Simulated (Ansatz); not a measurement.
# C2H8FInO: small, medium and large basis sets

One table from this session's results is given with a row withheld; the runs are named, their logs left out.

Computed with Ansatz 0.2.0, Gaussian basis. Level: one geometry, several basis sets.

Plan: PBE0-D4/def2-SVP; ωB97M-V/def2-SVP; PBE0-D4/def2-QZVPP; ωB97M-V/def2-QZVPP; the functionals' def2-TZVPP values are taken from earlier runs.

**The geometry**

All runs share one geometry, relaxed beforehand with PBE0-D4 in a triple-zeta def2 set. In takes the def2 core potential; no spin-orbit term is included.

13 atoms, charge 0, spin multiplicity 1.

Atoms are counted from 1 here; the program's logs count them from 0.

Bond lengths: C1–In2 2.130 Å, C1–H6 1.091 Å, C1–H7 1.091 Å, C1–H8 1.090 Å, In2–C3 2.136 Å, In2–O4 2.398 Å, In2–F5 2.049 Å, C3–H9 1.090 Å, C3–H10 1.091 Å, C3–H11 1.091 Å, O4–H12 0.961 Å, O4–H13 0.986 Å. Angles: In2–C1–H6 108.5°, In2–C1–H7 108.8°, In2–C1–H8 112.3°, H6–C1–H7 108.7°, H6–C1–H8 109.2°, H7–C1–H8 109.4°, C1–In2–C3 143.8°, C1–In2–O4 102.1°, C1–In2–F5 107.1°, C3–In2–O4 101.1°, C3–In2–F5 107.1°, O4–In2–F5 68.6°, In2–C3–H9 108.7°, In2–C3–H10 110.7°, In2–C3–H11 110.9°, H9–C3–H10 109.4°, H9–C3–H11 108.9°, H10–C3–H11 108.2° and more.

Set-up of the first run:

in.yaml reads:

```yaml
crystal:
  periodic: [false, false, false]
  atoms:
    - {symbol: C, position_ang: [-1.865025, 0.779441, -1.003585]}
    - {symbol: In, position_ang: [0.017087, 0.008935, -0.370235]}
    - {symbol: C, position_ang: [1.175066, -1.776612, -0.189243]}
    - {symbol: O, position_ang: [0.211933, 0.911574, 1.842416]}
    - {symbol: F, position_ang: [1.326485, 1.583770, -0.318117]}
    - {symbol: H, position_ang: [-2.355310, 1.242475, -0.146001]}
    - {symbol: H, position_ang: [-1.694262, 1.543753, -1.762490]}
    - {symbol: H, position_ang: [-2.513239, 0.003960, -1.410935]}
    - {symbol: H, position_ang: [2.195262, -1.504986, 0.082945]}
    - {symbol: H, position_ang: [0.757894, -2.431792, 0.577188]}
    - {symbol: H, position_ang: [1.195862, -2.324449, -1.131942]}
    - {symbol: H, position_ang: [0.732221, 0.433100, 2.493493]}
    - {symbol: H, position_ang: [0.836525, 1.496030, 1.351308]}
basis:
  gaussian: {orbitals: def2-SVP}
hamiltonian: {xc: pbe0, dispersion: d4}
output: {orbitals: {seedname: orbitals}}
```

The run is started by

```bash
$ ansatz run in.yaml --threads 4 --pin off --events-out ev --progress --plain --max-ram 11315MiB
```

Among the steps run: PBE0-D4 in def2-SVP; ωB97M-V in def2-SVP; PBE0-D4 in def2-QZVPP; ωB97M-V in def2-QZVPP.

One of the session's tables, all rows but one given; the rest of the session is left out.

It belongs to the step «Functionals by basis». 

| functional | basis | HOMO (eV) | LUMO (eV) |
| --- | --- | --- | --- |
| PBE0-D4 | def2-SVP | -7.43 | 0.15 |
| PBE0-D4 | def2-TZVPP | ? | ? |
| PBE0-D4 | def2-QZVPP | -7.54 | -0.40 |
| ωB97M-V | def2-SVP | -9.59 | 1.64 |
| ωB97M-V | def2-TZVPP | -9.69 | 0.98 |
| ωB97M-V | def2-QZVPP | -9.70 | 0.68 |

Q: Estimate the row for PBE0-D4, def2-TZVPP from the others.

The run gave: HOMO (eV): -7.52; LUMO (eV): -0.16. In the column «HOMO (eV)» it lies between PBE0-D4, def2-QZVPP (-7.54) and PBE0-D4, def2-SVP (-7.43).
